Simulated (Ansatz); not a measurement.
Predict the output of the script below (the Python package of Ansatz (0.2.0)).

`run_scan.py`:
```python
"""Potential curve of FGaH2SSi along one bond."""

import ansatz as az
from ase import Atoms
import numpy as np

atoms = Atoms(["F", "Ga", "Si", "S", "H", "H"], positions=[
    (0.0422, -1.4839, 0.767),
    (-1.3597, -0.656, -0.1284),
    (0.356, 0.1564, -0.4457),
    (-0.1055, 0.2606, 1.6323),
    (1.7118, 0.7697, -0.6238),
    (-0.6028, 0.8892, -1.2475),
])
mol = az.Crystal.molecule_from_ase(atoms)

symbols = [site.symbol for site in mol.cartesian_sites]
start = np.array([site.position_ang for site in mol.cartesian_sites])
axis = (start[5] - start[2]) / np.linalg.norm(start[5] - start[2])
moving = [5]
lengths, energies = [1.23, 1.33, 1.45, 1.59, 1.81, 2.17, 2.61, 3.19], []
for length in lengths:
    xyz = start.copy()
    xyz[moving] += (length - np.linalg.norm(start[5] - start[2])) * axis
    point = az.Crystal.molecule()
    for symbol, place in zip(symbols, xyz):
        point = point.atom(symbol, place.tolist())
    job = (
        point.calculation()
        .basis(gaussian="def2-SVP")
        .functional("pbe0")
        .accuracy("medium")
        .spin("collinear")
    )
    data = job.run(threads=1, backend="cpu").report
    energies.append(data["free_energy_ev"])
    print(f"r = {length:6.3f} A  E = {energies[-1]:.5f} eV  <S^2> = {abs(data['mean_field']['state']['spin_squared']):.3f}")

print("energy above the lowest point (eV):", [round(e - min(energies), 3) for e in energies])
```

```console
$ python run_scan.py
r =  1.230 A  E = -73802.79679 eV  <S^2> = 0.888
r =  1.330 A  E = -73803.46918 eV  <S^2> = 0.897
r =  1.450 A  E = -73803.82711 eV  <S^2> = 0.911
r =  1.590 A  E = -73803.87328 eV  <S^2> = 0.929
r =  1.810 A  E = -73803.56056 eV  <S^2> = 0.961
r =  2.170 A  E = -73802.78759 eV  <S^2> = 1.013
r =  2.610 A  E = -73802.09518 eV  <S^2> = 1.218
r =  3.190 A  E = -73801.86844 eV  <S^2> = 1.052
energy above the lowest point (eV): [1.076, 0.404, 0.046, 0.0, 0.313, 1.086, 1.778, 2.005]
```

These settings explore the input space; basis and method may be short of convergence. The rest of the molecule is held rigid at a force-field or estimated start geometry, and the basis set is modest; single-reference methods fail as a bond breaks. The expectation value of S² is noticeably off S(S+1) in at least one run, so that state is spin-contaminated. Run time: 3.3 min on 1 thread of Arm Neoverse V2 (shared host), peak memory 0.39 GiB.
